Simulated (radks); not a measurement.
# Nb⁴⁺ in [Ar] 3d10 4p6 4d1 5d2: an all-electron calculation

An exercise on one series of results from a longer session: the logs are not shown, and one member is left open.

Program: radks (a radial shooting solver on a logarithmic mesh, Libxc functionals) version 1. Level of theory: non-relativistic Kohn-Sham, PBEsol, spin-unpolarised, spherical densities, point nucleus. These are calculated values, not measurements, unless marked.

## What is computed

```
element       : niobium (Z = 41)
charge        : +4
electrons     : 37
configuration : [Ar] 3d10 4p6 4d1 5d2
```

Outer shells as boxes (Hund's rule):

Nb⁴⁺
```
[Ar] core
3d [↑↓][↑↓][↑↓][↑↓][↑↓]
4p [↑↓][↑↓][↑↓]
4d [↑ ][  ][  ][  ][  ]
5d [↑ ][↑ ][  ][  ][  ]
```

Set-up of the first run:

Settings of this run:

```text
Z 41
configuration [Ar] 3d10 4p6 4d1 5d2
relativity non-relativistic
functional pbe_sol,pbe_sol
spin unpolarised
nucleus point
```

Command:

```bash
$ python run_ks.py task.json out
```

All runs below come from this command, one after another.

One table of the session follows, with a row left open; its other results are not shown here.

It belongs to the step «Shells». Radial moments (bohr):

| level | <r> | outermost maximum (interpolated) | 90 % within | nodes |
| --- | --- | --- | --- | --- |
| 1s | ? | ? | ? | ? |
| 2s | 0.1630 | 0.138 | 0.251 | 1 |
| 2p | 0.1398 | 0.108 | 0.227 | 0 |
| 3s | 0.4546 | 0.406 | 0.671 | 2 |
| 3p | 0.4502 | 0.394 | 0.680 | 1 |
| 3d | 0.4304 | 0.334 | 0.688 | 0 |
| 4p | 1.204 | 1.09 | 1.75 | 2 |
| 4d | 1.437 | 1.26 | 2.15 | 1 |
| 5d | 3.360 | 3.23 | 4.75 | 2 |

Estimate the missing values for 1s.

The run gave: <r>: 0.03722; outermost maximum (interpolated): 0.0246; 90 % within: 0.0662; nodes: 0. In the column «<r>» it is the lowest.
